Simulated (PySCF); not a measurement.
# CH6GeO2: the cost of one run

Programs: PySCF 2.14.0. All values are calculated, for the isolated system unless a continuum is named. Atoms count from 0, parts from 1.

### 1 The system as given

10 atoms, charge 0, multiplicity 1; geometry: GFN2-xTB.

### 2 Optimising the geometry at PBE0-D3(BJ)/def2-SVPD

Job settings and geometry (Å):

```
{"job": {"xc": "PBE0", "basis": "def2-SVPD", "d3": "d3bj", "grid": 2, "kind": "geom"}, "charge": 0, "multiplicity": 1}
C     -1.420660     0.202229    -0.268281
Ge     0.483489     0.275393     0.245853
O      1.433529     0.609682    -1.166672
O      1.111253    -1.289457     0.753792
H     -1.582319    -0.642396    -0.932910
H     -2.069015     0.097567     0.596624
H     -1.694983     1.109621    -0.794619
H      0.839216     1.288948     1.319380
H      2.210830     0.060680    -1.249118
H      0.688660    -1.712267     1.495953
```

Launch:

```sh
$ OMP_NUM_THREADS=1 python cluster_run.py task.json out
```

This one command runs all jobs of the session in turn.

**Question.** How long does this job take on 1 thread of Arm Neoverse N1, shared host, and how much memory does it need?

About 4.6 min, with a peak of 0.65 GiB.
